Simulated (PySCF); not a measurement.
# [MnH3]-: relaxation and vibrations of the doublet

Where does doublet [MnH3]- go from a trigonal pyramidal start, is the end point a minimum, and what are its modes, charges and moments?

Computed with PySCF 2.14.0. Level: PBE0, basis Mn def2-TZVPD, H def2-TZVPD, no relativity, density fitting.

### Step 1. Starting geometry

4 atoms, charge -1, spin multiplicity 2.

Bond lengths: Mn1–H2 1.510 Å, Mn1–H3 1.510 Å, Mn1–H4 1.510 Å. Angles: H2–Mn1–H3 99.8°, H2–Mn1–H4 99.8°, H3–Mn1–H4 99.8°.

```xyz
4
charge -1 multiplicity 2
Mn    0.0000    0.0000    0.0000
H     1.3333    0.0000    0.7089
H    -0.6666    1.1546    0.7089
H    -0.6666   -1.1546    0.7089
```

### Step 2. Finding the electronic state

One driver script runs all steps and calls PySCF; scf.py shows how it sets up the SCF of each step. The optimiser is the driver's own. After this first run the driver tries any further starts and a stability analysis.

File scf.py:

```python
from pyscf import gto, scf, dft
mol = gto.M(atom='''
Mn     0.000000     0.000000     0.000000
H      1.333300     0.000000     0.708900
H     -0.666600     1.154600     0.708900
H     -0.666600    -1.154600     0.708900''',
    basis={'Mn': 'def2-TZVPD', 'H': 'def2-TZVPD'},
    charge=-1, spin=1)
mf = dft.UKS(mol, xc='PBE0')
mf.grids.atom_grid = (50, 194)
aux = {'Mn': 'def2-universal-JKFIT', 'H': 'def2-universal-JKFIT'}
mf = mf.density_fit(auxbasis=aux)
mf.conv_tol = 1e-08
mf.diis_space = 10
mf.max_cycle = 60
mf.init_guess = 'minao'
mf.verbose = 4
mf.kernel()
```

On the command line:

```console
OMP_NUM_THREADS=2 python axn.py task.json out
```

Further steps of the session: Relaxation: trigonal pyramidal start, doublet; Hessian and properties.

Before running it: what results should come out? Wanted: minimum; geometry; wavenumbers; dipole moment; highest occupied, lowest empty level; polar-tensor charge of Mn1; zero-point energy; ⟨S²⟩.

**Answer**, as computed:

```
                                          quantity                                   value
                                           minimum         broken-symmetry (Ms = 1/2), C3v
                                          geometry   Mn–H 1.717 Å (×3); H–Mn–H 119.7° (×3)
                                wavenumbers (cm⁻¹)  432 (e), 491 (a1), 1371 (e), 1455 (a1)
                    dipole moment (centre of mass)                                  0.59 D
highest occupied, lowest empty level (either spin)                          -0.87, 3.69 eV
                        polar-tensor charge of Mn1                                 +0.47 e
                                 zero-point energy                             33.2 kJ/mol
                               entropy at 298.15 K                         236.4 J/(mol K)
                                              ⟨S²⟩                                   2.626
```

The molecule stays C3v, as typed, and the end point is a minimum. The determinant is spin-contaminated (⟨S²⟩ = 2.63 against 0.75), so it is no pure spin state. In the infrared the band at 1371 cm⁻¹ (e, stretch) leads. The first SCF alone would have been 38 kJ/mol too high. Other starts or spin states, not run here, may lie lower. One determinant may miss the lowest occupation of an open d or f shell.
